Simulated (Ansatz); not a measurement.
# H3SeO+ (SMILES [OH2+][SeH]): functionals against CCSD(T) at one geometry

A test off equilibrium: a structure displaced at random from a GFN2-xTB minimum is computed at several levels, and each is set against CCSD(T).

Method: single points in def2-TZVPP; program: Ansatz 0.2.0, Gaussian basis.

Cores are frozen in the correlated methods. Filled d shells of the heavier atoms are correlated.

### 1 The system as given

5 atoms, charge 1, spin multiplicity 1.

Atoms are counted from 1 here; the program's logs count them from 0.

Bond lengths: O1–Se2 2.054 Å, O1–H3 1.140 Å, O1–H4 0.856 Å, Se2–H5 1.501 Å. Angles: Se2–O1–H3 108.2°, Se2–O1–H4 112.1°, H3–O1–H4 105.9°, O1–Se2–H5 98.7°.

Coordinates:

```
O    -0.38620   -0.54800   -0.01380
Se    1.14330    0.81220    0.15370
H    -0.64600   -0.92300    1.03130
H    -0.15370   -1.24020   -0.46010
H     0.47540    1.98680   -0.50020
```

### 2 CCSD(T)/def2-TZVPP

Input file run/in.yaml:

```yaml
crystal:
  periodic: [false, false, false]
  atoms:
    - {symbol: O, position_ang: [-0.386200, -0.548000, -0.013800]}
    - {symbol: Se, position_ang: [1.143300, 0.812200, 0.153700]}
    - {symbol: H, position_ang: [-0.646000, -0.923000, 1.031300]}
    - {symbol: H, position_ang: [-0.153700, -1.240200, -0.460100]}
    - {symbol: H, position_ang: [0.475400, 1.986800, -0.500200]}
basis:
  gaussian: {orbitals: def2-TZVPP}
total_charge: 1
correlation: {method: ccsd_t}
output: {forces: true}
```

No record of the launch command was kept for these runs.

### 3 PBE0-D4/def2-TZVPP

run/in.yaml, as its differences from that of step 2:

```diff
@@ -11,3 +11,3 @@
 total_charge: 1
-correlation: {method: ccsd_t}
-output: {forces: true}
+hamiltonian: {xc: pbe0, dispersion: d4}
+output: {forces: true, orbitals: {seedname: orbitals}}
```

### 4 wB97M-V/def2-TZVPP

run/in.yaml, as its differences from that of step 3:

```diff
@@ -11,3 +11,3 @@
 total_charge: 1
-hamiltonian: {xc: pbe0, dispersion: d4}
-output: {forces: true, orbitals: {seedname: orbitals}}
+hamiltonian: {xc: {name: wB97M-V}}
+output: {forces: true}
```

### 5 r2SCAN-D4/def2-TZVPP

run/in.yaml, as its differences from that of step 4:

```diff
@@ -11,3 +11,3 @@
 total_charge: 1
-hamiltonian: {xc: {name: wB97M-V}}
+hamiltonian: {xc: r2scan, dispersion: d4}
 output: {forces: true}
```

### 6 PBE-D4/def2-TZVPP

run/in.yaml, as its differences from that of step 5:

```diff
@@ -11,3 +11,3 @@
 total_charge: 1
-hamiltonian: {xc: r2scan, dispersion: d4}
+hamiltonian: {xc: pbe, dispersion: d4}
 output: {forces: true}
```

### 7 B97M-V/def2-TZVPP

run/in.yaml, as its differences from that of step 6:

```diff
@@ -11,3 +11,3 @@
 total_charge: 1
-hamiltonian: {xc: pbe, dispersion: d4}
+hamiltonian: {xc: {name: B97M-V}}
 output: {forces: true}
```

### 8 r2SCAN0-D4/def2-TZVPP

run/in.yaml, as its differences from that of step 7:

```diff
@@ -11,3 +11,3 @@
 total_charge: 1
-hamiltonian: {xc: {name: B97M-V}}
+hamiltonian: {xc: {name: r2SCAN0}, dispersion: d4}
 output: {forces: true}
```

(Steps that only read results are left out.)

What does the calculation give? Wanted: energy less free atoms, CCSD(T)/def2-TZVPP; RMS force component; RMS force error; HOMO and LUMO, PBE0-D4; T1 diagnostic.

As calculated:

| quantity | value |
| --- | --- |
| energy less free atoms, CCSD(T)/def2-TZVPP | -378.4 kJ/mol |
| RMS force component | 3.810 to 3.946 eV/Å over the methods |
| RMS force error | PBE0-D4 0.069, wB97M-V 0.054, r2SCAN-D4 0.070, PBE-D4 0.265, B97M-V 0.120, r2SCAN0-D4 0.157 eV/Å |
| HOMO and LUMO, PBE0-D4 | -13.62 and -9.74 eV |
| T1 diagnostic | 0.011 |

**Reading.** Against CCSD(T) the functionals' energies less atoms differ by -64.8 to +23.4 kJ/mol, PBE-D4 by -64.8 kJ/mol. CCSD(T) in triple zeta still lacks some correlation energy of the bonds, so part of these gaps is its own basis error and they don't rank the functionals. On forces the order runs from wB97M-V to PBE-D4. Frozen-core CCSD(T) forces in triple zeta carry basis errors of their own, and this is one geometry, so small gaps rank nothing. The restricted Hartree–Fock reference is unstable towards an unrestricted one at one or more of these structures.
